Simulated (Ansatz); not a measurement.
# C₂H₉FSi₂: basis-set convergence

One table from this session's results is given with a row withheld; the runs are named, their logs left out.

Computed with Ansatz 0.2.0, Gaussian basis. Level: one geometry, several basis sets.

Plan: PBE0-D4/def2-SVP; ωB97M-V/def2-SVP; PBE0-D4/def2-QZVPP; ωB97M-V/def2-QZVPP; the functionals' def2-TZVPP values are taken from earlier runs.

### Structure used throughout

The geometry comes from an earlier relaxation with PBE0-D4 in a triple-zeta def2 set; it is a stationary point, not always the lowest conformer.

SMILES `C[SiH2]C[SiH2]F`, 14 atoms, charge 0, spin multiplicity 1.

Atoms are counted from 1 here; the program's logs count them from 0.

Bond lengths: C1–Si2 1.869 Å, C1–H6 1.092 Å, C1–H7 1.093 Å, C1–H8 1.093 Å, Si2–C3 1.878 Å, Si2–H9 1.490 Å, Si2–H10 1.490 Å, C3–Si4 1.850 Å, C3–H11 1.096 Å, C3–H12 1.096 Å, Si4–F5 1.605 Å, Si4–H13 1.484 Å, Si4–H14 1.484 Å. Angles: Si2–C1–H6 110.8°, Si2–C1–H7 110.9°, Si2–C1–H8 110.9°, H6–C1–H7 108.1°, H6–C1–H8 108.1°, H7–C1–H8 108.1°, C1–Si2–C3 111.3°, C1–Si2–H9 109.9°, C1–Si2–H10 109.9°, C3–Si2–H9 109.0°, C3–Si2–H10 109.0°, H9–Si2–H10 107.5°, Si2–C3–Si4 115.1°, Si2–C3–H11 108.4°, Si2–C3–H12 108.4°, Si4–C3–H11 108.7°, Si4–C3–H12 108.7°, H11–C3–H12 107.3° and more.

Set-up of the first run:

in.yaml

```yaml
crystal:
  periodic: [false, false, false]
  atoms:
    - {symbol: C, position_ang: [-0.840219, 0.583676, 2.202604]}
    - {symbol: Si, position_ang: [0.409131, 0.286740, 0.844566]}
    - {symbol: C, position_ang: [-0.426988, -0.265895, -0.744123]}
    - {symbol: Si, position_ang: [0.717880, -0.585934, -2.162079]}
    - {symbol: F, position_ang: [-0.120693, -1.050036, -3.449504]}
    - {symbol: H, position_ang: [-0.344801, 0.903829, 3.122135]}
    - {symbol: H, position_ang: [-1.402186, -0.327761, 2.420225]}
    - {symbol: H, position_ang: [-1.552040, 1.360484, 1.913183]}
    - {symbol: H, position_ang: [1.382596, -0.758178, 1.269660]}
    - {symbol: H, position_ang: [1.177669, 1.535538, 0.579799]}
    - {symbol: H, position_ang: [-1.148081, 0.504083, -1.041998]}
    - {symbol: H, position_ang: [-0.993895, -1.180912, -0.536953]}
    - {symbol: H, position_ang: [1.671593, -1.678114, -1.845851]}
    - {symbol: H, position_ang: [1.456936, 0.643377, -2.542866]}
basis:
  gaussian: {orbitals: def2-SVP}
hamiltonian: {xc: pbe0, dispersion: d4}
output: {orbitals: {seedname: orbitals}}
```

Run with:

```sh
> ansatz run in.yaml --threads 4 --pin off --events-out ev --progress --plain --max-ram 10444MiB
```

Steps of the session up to this table: PBE0-D4 in def2-SVP; ωB97M-V in def2-SVP; PBE0-D4 in def2-QZVPP; ωB97M-V in def2-QZVPP.

One of the session's tables, all rows but one given; the rest of the session is left out.

It belongs to the step «Functionals by basis». 

```
functional       basis  HOMO (eV)  LUMO (eV)
   PBE0-D4    def2-SVP      -8.73       0.65
   PBE0-D4  def2-TZVPP      -8.74       0.14
   PBE0-D4  def2-QZVPP      -8.75      -0.03
   ωB97M-V    def2-SVP          ?          ?
   ωB97M-V  def2-TZVPP     -10.95       1.80
   ωB97M-V  def2-QZVPP     -10.96       1.31
```

Estimate the missing values for ωB97M-V, def2-SVP.

As computed: HOMO (eV): -10.92; LUMO (eV): 2.53. In the column «HOMO (eV)» it lies between ωB97M-V, def2-TZVPP (-10.95) and PBE0-D4, def2-QZVPP (-8.75).
